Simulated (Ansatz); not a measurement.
# ClH6NOSi2: a ladder of functionals and wavefunction methods

The task here is to estimate one member of a computed series from the others.

The runs use Ansatz 0.2.0, Gaussian basis; functionals in def2-TZVPP, the program's frozen cores in correlated methods.

Plan: PBE-D4, r2SCAN-D4, PBE0-D4, B3LYP-D4, ωB97X-V, ωB97M-V, B2PLYP; CCSD(T)/def2-TZVPP; MP2/def2-QZVPP; extrapolation to the limit.

### The relaxed structure

The geometry comes from an earlier relaxation with PBE0-D4 in a triple-zeta def2 set; it is a stationary point, not always the lowest conformer.

11 atoms, charge 0, spin multiplicity 1.

Atoms are counted from 1 here; the program's logs count them from 0.

Bond lengths: O1–Si2 1.642 Å, O1–H6 0.958 Å, Si2–N3 1.727 Å, Si2–H7 1.485 Å, Si2–H8 1.478 Å, N3–Si4 1.710 Å, N3–H9 1.012 Å, Si4–Cl5 2.063 Å, Si4–H10 1.480 Å, Si4–H11 1.478 Å. Angles: Si2–O1–H6 117.8°, O1–Si2–N3 113.0°, O1–Si2–H7 112.0°, O1–Si2–H8 103.5°, N3–Si2–H7 104.7°, N3–Si2–H8 111.4°, H7–Si2–H8 112.4°, Si2–N3–Si4 127.5°, Si2–N3–H9 116.1°, Si4–N3–H9 115.7°, N3–Si4–Cl5 113.2°, N3–Si4–H10 109.7°, N3–Si4–H11 108.7°, Cl5–Si4–H10 105.9°, Cl5–Si4–H11 106.7°, H10–Si4–H11 112.6°.

The first run:

Input file in.yaml:

```yaml
crystal:
  periodic: [false, false, false]
  atoms:
    - {symbol: O, position_ang: [0.691432, 1.482346, -1.987263]}
    - {symbol: Si, position_ang: [0.288680, 1.281641, -0.407951]}
    - {symbol: N, position_ang: [-0.671632, -0.126997, -0.129476]}
    - {symbol: Si, position_ang: [-0.308987, -1.449639, 0.891481]}
    - {symbol: Cl, position_ang: [-0.947696, -1.177230, 2.833859]}
    - {symbol: H, position_ang: [1.200218, 0.789170, -2.410491]}
    - {symbol: H, position_ang: [1.484686, 1.098071, 0.453146]}
    - {symbol: H, position_ang: [-0.456268, 2.516228, -0.081232]}
    - {symbol: H, position_ang: [-1.611576, -0.106874, -0.503323]}
    - {symbol: H, position_ang: [-1.001970, -2.662532, 0.403378]}
    - {symbol: H, position_ang: [1.158411, -1.617182, 0.945970]}
basis:
  gaussian: {orbitals: def2-TZVPP}
hamiltonian: {xc: pbe, dispersion: d4}
output: {forces: true, orbitals: {seedname: orbitals}}
```

Steps of the session up to this table: PBE-D4 (GGA); r2SCAN-D4 (meta-GGA); PBE0-D4 (hybrid); B3LYP-D4 (hybrid); ωB97X-V (range-separated); ωB97M-V (range-separated); B2PLYP (double hybrid); CCSD(T) in def2-TZVPP; MP2 in def2-QZVPP.

One of the session's tables, all rows but one given; the rest of the session is left out.

| method | atomisation energy (eV) |
| --- | --- |
| PBE-D4 | 39.229 |
| r2SCAN-D4 | 39.108 |
| PBE0-D4 | 38.722 |
| B3LYP-D4 | ? |
| ωB97X-V | 39.473 |
| ωB97M-V | 39.403 |
| B2PLYP | 38.680 |
| HF/def2-TZVPP | 28.410 |
| MP2/def2-TZVPP | 38.688 |
| CCSD/def2-TZVPP | 37.565 |
| CCSD(T)/def2-TZVPP | 38.091 |
| MP2/CBS | 39.984 |
| CCSD(T)/CBS | 39.386 |

**Question.** Estimate the row for B3LYP-D4.

**Answer.** atomisation energy (eV): 39.082. In the column «atomisation energy (eV)» it lies between PBE0-D4 (38.722) and r2SCAN-D4 (39.108).

Limits of these values: Free atoms (1 O, 2 Si, 1 N, 1 Cl, 6 H) were run apart at each level; the atomisation energy is their sum less the molecule, without zero-point or spin-orbit terms.
